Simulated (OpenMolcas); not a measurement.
**BHOF2 (difluorohydroxyborane): O3LYP/ANO-XS-VDZP (DKH2), part 1 of 2**

What is the vertical electron affinity of BHOF2 (difluorohydroxyborane) at O3LYP/ANO-XS-VDZP (DKH2)? 

The calculation is run with OpenMolcas 26.06.

## 1. Starting point

The species is BHOF2 (5 atoms), meant as a singlet with charge 0. SMILES: `OB(F)F`. Geometry: relaxed at GFN2-xTB.

Bond lengths: O1–B2 1.319 Å, B2–F3 1.314 Å, B2–F4 1.327 Å, O1–H5 0.958 Å. Angles: O1–B2–F3 121.0°, O1–B2–F4 123.1°, F3–B2–F4 115.9°, B2–O1–H5 117.7°.

## 2. Energy and forces at O3LYP/ANO-XS-VDZP (DKH2)

Input file struct.xyz:

```xyz
5

O      0.031910     0.983470     0.158720
B      0.104930    -0.333240     0.136890
F      0.724520    -0.991730     1.090370
F     -0.428080    -1.073520    -0.827330
H     -0.433280     1.415020    -0.558650
```

Input file job.input:

```
>>> EXPORT MOLCAS_PRINT=2

&GATEWAY
  COORD=struct.xyz
  BASIS=ANO-XS-VDZP
  GROUP=NoSym

&SEWARD
  RELATIVISTIC=R02E00
  GRIDINPUT
  Grid=Coarse
  End of Grid

&SCF
  KSDFT=O3LYP
  PRORBITALS=1 1

&ALASKA
```

Command:

```
$ export MOLCAS_MEM=1860
$ pymolcas job.input > job.log
```

The log of the run:

```text
--- Start Module: gateway ---

                                              &GATEWAY

                       available to each process: 1.9 GB of memory, 1 thread

++    Symmetry information:
      ---------------------

                    Character Table for C1

                             E
                    a        1  x, y, xy, Rz, z, xz, Ry, yz, Rx, I
--

++    Basis set information:
      ----------------------

      Basis set label: O.ANO-XS...3S2P1D.

      Electronic valence basis set:
      ------------------
      Associated Effective Charge   8.000000 au
      Associated Actual Charge      8.000000 au
      Nuclear Model: Finite nucleus - Gaussian distribution
        Gaussian exponent, Xi/bohr**(-2):  5.86314E+08

      Shell  nPrim  nBasis  Cartesian Spherical Contaminant
         s       8       3        X
         p       4       2        X
         d       1       1                 X

      Basis set label: B.ANO-XS...3S2P1D.

      Electronic valence basis set:
      ------------------
      Associated Effective Charge   5.000000 au
      Associated Actual Charge      5.000000 au
      Nuclear Model: Finite nucleus - Gaussian distribution
        Gaussian exponent, Xi/bohr**(-2):  7.11787E+08

      Shell  nPrim  nBasis  Cartesian Spherical Contaminant
         s       8       3        X
         p       4       2        X
         d       1       1                 X

      Basis set label: F.ANO-XS...3S2P1D.

      Electronic valence basis set:
      ------------------
      Associated Effective Charge   9.000000 au
      Associated Actual Charge      9.000000 au
      Nuclear Model: Finite nucleus - Gaussian distribution
        Gaussian exponent, Xi/bohr**(-2):  5.35469E+08

      Shell  nPrim  nBasis  Cartesian Spherical Contaminant
         s       8       3        X
         p       4       2        X
         d       1       1                 X

      Basis set label: H.ANO-XS...2S1P.

      Electronic valence basis set:
      ------------------
      Associated Effective Charge   1.000000 au
      Associated Actual Charge      1.000000 au
      Nuclear Model: Finite nucleus - Gaussian distribution
        Gaussian exponent, Xi/bohr**(-2):  2.12482E+09

      Shell  nPrim  nBasis  Cartesian Spherical Contaminant
         s       4       2        X
         p       1       1        X
--

++    Molecular structure info:
      -------------------------

                    ************************************************
                    **** Cartesian Coordinates / bohr, angstrom ****
                    ************************************************

     Center  Label                x              y              z                     x              y              z
        1      O1               0.060301       1.858489       0.299937              0.031910       0.983470       0.158720
        2      B2               0.198289      -0.629732       0.258685              0.104930      -0.333240       0.136890
        3      F3               1.369144      -1.874098       2.060501              0.724520      -0.991730       1.090370
        4      F4              -0.808954      -2.028659      -1.563427             -0.428080      -1.073520      -0.827330
        5      H5              -0.818781       2.674000      -1.055696             -0.433280       1.415020      -0.558650

                    ***************************************
                    *    InterNuclear Distances / bohr    *
                    ***************************************

               1 O1            2 B2            3 F3            4 F4            5 H5
    1 O1       0.000000
    2 B2       2.492386        0.000000
    3 F3       4.329533        2.483121        0.000000
    4 F4       4.397459        2.508311        4.230940        0.000000
    5 H5       1.809857        3.698199        5.931517        4.729999        0.000000

                    *******************************************
                    *    InterNuclear Distances / angstrom    *
                    *******************************************

               1 O1            2 B2            3 F3            4 F4            5 H5
    1 O1       0.000000
    2 B2       1.318914        0.000000
    3 F3       2.291090        1.314011        0.000000
    4 F4       2.327035        1.327341        2.238917        0.000000
    5 H5       0.957735        1.957003        3.138824        2.503008        0.000000

                    **************************************
                    *    Valence Bond Angles / degree    *
                    **************************************
                          Atom centers                 Phi
                      2 B2       1 O1       5 H5       117.67
                      1 O1       2 B2       3 F3       120.96
                      1 O1       2 B2       4 F4       123.13
                      3 F3       2 B2       4 F4       115.91

           ***************************************************************
           *              Valence Dihedral Angles / degree               *
           ***************************************************************
                    Atom centers                       Phi1     Phi2     Theta
           3 F3       2 B2       1 O1       5 H5        120.96   117.67  -179.81
           4 F4       2 B2       1 O1       5 H5        123.13   117.67     0.25
--

            Nuclear Potential Energy            113.45164618 au

--- Stop Module: gateway /rc=_RC_ALL_IS_WELL_ ---

--- Start Module: seward ---

                                              &SEWARD

                       available to each process: 1.9 GB of memory, 1 thread

               SEWARD will generate:
                  Multipole Moment integrals up to order  2
                  Kinetic Energy integrals
                  Nuclear Attraction integrals (finite nuclei - Gaussian type)
                  One-Electron Hamiltonian integrals
                  Velocity integrals
                  Relativistic Douglas-Kroll-Hess integrals:
                    - Parametrization         : EXP
                    - DKH order of Hamiltonian: 2
                    - DKH order of Properties : 0
                         - multipole moment operators
                         - electric potential operators
                         - contact operators
                  Orbital angular momentum around (  0.1964  -0.7371   0.2428 )
                  Velocity quadrupole around (  0.1964  -0.7371   0.2428 )
                  Two-Electron Repulsion integrals

                   Integrals are discarded if absolute value <: 1.00E-14
                   Integral cutoff threshold is set to       <: 1.00E-16

            Nuclear Potential Energy            113.45164618 au

      Basis set specifications :
      Symmetry species         a
      Basis functions           61

--- Stop Module: seward /rc=_RC_ALL_IS_WELL_ ---
--- Module seward spent 1 second ---

--- Start Module: scf ---

                                                &SCF

                       available to each process: 1.9 GB of memory, 1 thread

 ###############################################################################
 ###     Minimized-density-differences option turned off!                    ###
 ###############################################################################
++    Input section:
      --------------

      Header of the integral files:

      Cartesian coordinates in angstrom:
      -----------------------------------------------------
      No.  Label        X            Y            Z
      -----------------------------------------------------
       1   O1         0.03191000   0.98347000   0.15872000
       2   B2         0.10493000  -0.33324000   0.13689000
       3   F3         0.72452000  -0.99173000   1.09037000
       4   F4        -0.42808000  -1.07352000  -0.82733000
       5   H5        -0.43328000   1.41502000  -0.55865000
      -----------------------------------------------------
      Nuclear repulsion energy =  113.45164618
--

++    Orbital specifications:
      -----------------------

      Symmetry species               1
                                     a
      Frozen orbitals                0
      Occupied orbitals             16
      Secondary orbitals            45
      Deleted orbitals               0
      Total number of orbitals      61
      Number of basis functions     61
--

      Molecular charge                           0.000

      Numerical integration parameters
      --------------------------------
      Radial quadrature type:                         MHL
      Size of radial grid:                            35
      Lebedev angular grid:                           17
      Angular grid pruned with the crowding factor:  9.00E-01
                                 and fading factor:  3.00E+00
      Screening threshold for integral computation:   1.00E-11
      Radial quadrature accuracy:                     1.00E-25
      Maximum batch size:                             128
      AO values are stored on disk
      The same grid will be used for all iterations.

      DFT functional specifications
      -----------------------------
      Using Libxc version: 6.2.2
      Please cite the following reference:
      S. Lehtola, C. Steigemann, M. J.T. Oliveira, and M. A.L. Marques.,  SoftwareX 7, 1–5 (2018) doi:10.1016/j.softx.2017.11.002

      * O3LYP
        - W.-M. Hoe, A. J. Cohen, and N. C. Handy.,  Chem. Phys. Lett. 341, 319–328 (2001) doi:10.1016/S0009-2614(01)00581-4
        - A. J. Cohen and N. C. Handy.,  Mol. Phys. 99, 607 (2001) doi:10.1080/00268970010023435

++    Optimization specifications:
      ----------------------------

      SCF Algorithm: Conventional
      D(i)-D(i-1) density differences are used
      Number of density matrices in core                 5
      Maximum number of NDDO SCF iterations            400
      Maximum number of HF SCF iterations              400
      Threshold for SCF energy change             1.00E-09
      Threshold for density matrix                1.00E-04
      Threshold for Fock matrix                   1.50E-04
      Threshold for linear dependence             1.00E-09
      Threshold at which DIIS is turned on        1.50E-01
      Maximum depth in the DIIS procedure                5
      Maximum depth in the BFGS Hessian update          30
      Threshold at which QNR/C2DIIS is turned on  7.50E-02
      Threshold for Norm(delta) (QNR/C2DIIS)      1.00E-03
      All orbitals punched on: SCFORB
--

      Input vectors read from INPORB
      Orbital file label: *Guess orbitals

++ Convergence information
                                   O3LYP      iterations: Energy and convergence statistics

Iter     Tot. O3LYP      One-elec.       Two-elec.     Energy      Max Dij or  Max Fij      DNorm      TNorm      AccCon     Time
         Energy          Energy          Energy        Change      Delta Norm                                                in Sec.
   1  -300.182842548  -671.884251726   258.249763001   0.00E+00    5.34E-01*   1.31E-01*    7.81E+00   1.14E+02   None         0.
   2  -300.268969149  -669.128046023   255.407430697  -8.61E-02*   2.42E-01*   1.28E-01*    3.44E+00   1.14E+02   EDIIS        0.
   3  -300.591645051  -674.689288704   260.645997477  -3.23E-01*   1.40E-01*   6.23E-02*    9.96E-01   1.15E+02   EDIIS        0.
   4  -300.596900938  -670.031313236   255.982766121  -5.26E-03*   4.05E-02*   3.36E-02*    7.45E-01   1.14E+02   c2DIIS       0.
   5  -300.651292140  -672.247760142   258.144821825  -5.44E-02*   4.18E-02*   1.19E-02*    1.43E-01   1.15E+02   QNRc2DIIS    0.
   6  -300.649813646  -672.521462742   258.420002920   1.48E-03*   2.50E-02*   1.88E-02*    1.81E-01   1.15E+02   QNRc2DIIS    0.
   7  -300.652243819  -672.340320331   258.236430335  -2.43E-03*   1.66E-03*   8.20E-04*    1.07E-01   1.15E+02   QNRc2DIIS    0.
   8  -300.652252167  -672.335065173   258.231166829  -8.35E-06*   3.21E-04    1.95E-04*    8.31E-03   1.15E+02   QNRc2DIIS    0.
   9  -300.652252551  -672.341948771   258.238050044  -3.84E-07*   3.95E-05    7.11E-05     1.51E-03   1.15E+02   QNRc2DIIS    0.
  10  -300.652252563  -672.341365049   258.237466310  -1.18E-08*   1.25E-04    5.68E-05     2.09E-04   1.15E+02   QNRc2DIIS    0.
  11  -300.652252578  -672.341103357   258.237204602  -1.57E-08*   1.61E-05    1.03E-05     6.38E-04   1.15E+02   QNRc2DIIS    0.
  12  -300.652252579  -672.341301177   258.237402421  -1.02E-09*   1.28E-06    5.53E-07     7.12E-05   1.15E+02   QNRc2DIIS    0.
  13  -300.652252579  -672.341291679   258.237392922  -2.84E-12    3.38E-07    2.03E-07     6.47E-06   1.15E+02   QNRc2DIIS    0.

       Convergence after  13 Iterations
--

 *****************************************************************************************************************************
 *                                             SCF/KS-DFT Program, Final results                                             *
 *                                                       Final Results                                                       *
 *****************************************************************************************************************************

::    Total KS-DFT energy                            -300.6522525795
      One-electron energy                            -672.3412916785
      Two-electron energy                             258.2373929224
      Nuclear repulsion energy                        113.4516461767
      Kinetic energy (interpolated)                   300.9242653556
      Virial theorem                                    0.9990960756
      Total spin, S(S+1)                                0.0000000000
      Total spin, S                                     0.0000000000
      Max non-diagonal density matrix element           0.0000001595
      Max non-diagonal Fock matrix element              0.0000000527

      All orbitals with orbital energies smaller than  E(LUMO)+0.5 are printed

++    Molecular orbitals:
      -------------------

      Title: RKS-DFT orbitals

      Molecular orbitals for symmetry species 1: a

          Orbital            1         2         3         4         5         6         7         8         9        10
          Energy          -24.5379  -24.5362  -19.0329   -6.7808   -1.2008   -1.1694   -1.0318   -0.5868   -0.5327   -0.4991
          Occ. No.          2.0000    2.0000    2.0000    2.0000    2.0000    2.0000    2.0000    2.0000    2.0000    2.0000

          Orbital           11        12        13        14        15        16        17        18        19        20
          Energy           -0.4633   -0.4235   -0.3974   -0.3868   -0.3585   -0.3477    0.0336    0.0520    0.1249    0.1921
          Occ. No.          2.0000    2.0000    2.0000    2.0000    2.0000    2.0000    0.0000    0.0000    0.0000    0.0000

          Orbital           21        22        23        24        25
          Energy            0.2306    0.2308    0.4154    0.4378    0.4911
          Occ. No.          0.0000    0.0000    0.0000    0.0000    0.0000

--

++    Molecular charges:
      ------------------

      Mulliken charges per centre and basis function type
      ---------------------------------------------------

                O1      B2      F3      F4      H5
      1s       1.9997  2.0091  1.9992  1.9991  0.6007
      2s       1.6418  0.5331  1.8415  1.8478  0.0457
      2px      1.6525  0.4910  1.7597  1.7869  0.0116
      2pz      1.5490  0.4745  1.6850  1.6914  0.0147
      2py      1.3708  0.5599  1.7857  1.7742  0.0116
      3s      -0.0060  0.0759 -0.0051 -0.0049  0.0000
      3px     -0.0090  0.0508 -0.0029 -0.0030  0.0000
      3pz     -0.0118  0.1458 -0.0013 -0.0012  0.0000
      3py     -0.0022  0.1926 -0.0024 -0.0014  0.0000
      3d2+     0.0025  0.0750  0.0006  0.0006  0.0000
      3d1+     0.0026  0.0496  0.0013  0.0011  0.0000
      3d0      0.0023  0.0921  0.0012  0.0011  0.0000
      3d1-     0.0027  0.1253  0.0015  0.0016  0.0000
      3d2-     0.0019  0.0855  0.0008  0.0008  0.0000
      Total    8.1969  4.9602  9.0647  9.0939  0.6843

      N-E     -0.1969  0.0398 -0.0647 -0.0939  0.3157

      Total electronic charge=   32.000000

      Total            charge=   -0.000000
--

++    Static properties:
      ------------------

      LoProp Charges per center

                   O1       B2       F3       F4       H5
      Nuclear      8.0000   5.0000   9.0000   9.0000   1.0000
      Electronic  -8.5394  -4.2267  -9.3008  -9.3173  -0.6157

      Total       -0.5394   0.7733  -0.3008  -0.3173   0.3843
--

++    Natural Bond Order analysis
      ---------------------------
      Based on LoProp computed density
      -------------------------------------------------------------------------------------
      Atom A       Atom B       Bond Order
      -------------------------------------------------------------------------------------
      NBO located      0.999 non-bonded electrons on atom O1
      NBO located      0.979 non-bonded electrons on atom B2
      NBO located      1.000 non-bonded electrons on atom F3
      NBO located      1.019 non-bonded electrons on atom F3
      NBO located      1.000 non-bonded electrons on atom F4
      NBO located      1.008 non-bonded electrons on atom F4
      The remaining   11.784 electrons are to be considered as diffuse
--

++    Molecular properties:
      ---------------------

      Charge (e):
                      =   -0.0000
      Dipole Moment (debye):
      Origin of the operator (angstrom)=    0.1039   -0.3901    0.1285
                   X= -8.8458E-01               Y=  1.6172E+00               Z= -1.2753E+00           Total=  2.2415E+00
      Quadrupole Moment (debye*angstrom):
      Origin of the operator (angstrom)=    0.1039   -0.3901    0.1285
                  XX= -1.9596E+01              XY= -1.7866E+00              XZ= -6.3343E-01              YY= -1.9061E+01
                  YZ= -2.9072E+00              ZZ= -2.0711E+01
      In traceless form (debye*angstrom)
                  XX=  2.9026E-01              XY= -2.6798E+00              XZ= -9.5014E-01              YY=  1.0926E+00
                  YZ= -4.3608E+00              ZZ= -1.3829E+00
--

--- Stop Module: scf /rc=_RC_ALL_IS_WELL_ ---
--- Module scf spent 2 seconds ---

--- Start Module: alaska ---

                                              &ALASKA

                       available to each process: 1.9 GB of memory, 1 thread

                     Threshold for contributions to the gradient: 1.000E-07

                    ********************************************
                    * Symmetry Adapted Cartesian Displacements *
                    ********************************************

           Irreducible representation : a
           Basis function(s) of irrep: x, y, xy, Rz, z, xz, Ry, yz, Rx, I

 Basis Label        Type   Center Phase
   1   O1           x         1     1
   2   O1           y         1     1
   3   O1           z         1     1
   4   B2           x         2     1
   5   B2           y         2     1
   6   B2           z         2     1
   7   F3           x         3     1
   8   F3           y         3     1
   9   F3           z         3     1
  10   F4           x         4     1
  11   F4           y         4     1
  12   F4           z         4     1
  13   H5           x         5     1
  14   H5           y         5     1
  15   H5           z         5     1

                     No automatic utilization of translational and rotational invariance of the energy is employed.

 DFT contribution computed for a moving grid.

 Conventional ERI gradients!

 **************************************************
 *              Molecular gradients               *
 **************************************************

  Irreducible representation: a
 ------------------------------------------------------------------------------------------
                              X                       Y                       Z
 ------------------------------------------------------------------------------------------
  O1               -3.98685230765849E-03   -4.49571161919824E-02   -1.15037364166710E-02
  B2                3.81969946615163E-03    1.63515513916815E-02    8.27428822242038E-03
  F3               -1.29689804811441E-02    8.17596939935505E-03   -2.06523131871492E-02
  F4                1.15755463309473E-02    1.64315638422181E-02    2.08941375603970E-02
  H5                1.56058699171124E-03    3.99803155880063E-03    2.98762382097717E-03
 ------------------------------------------------------------------------------------------

--- Stop Module: alaska /rc=_RC_ALL_IS_WELL_ ---

.##################.
.# Happy landing! #.
.##################.

    Timing: Wall=4.41 User=3.52 System=0.86
```

Wall time 4.8 s (1 thread of Arm Neoverse V1, shared host); peak memory 0.4 GiB.

(Continued in part 2 of 2.)
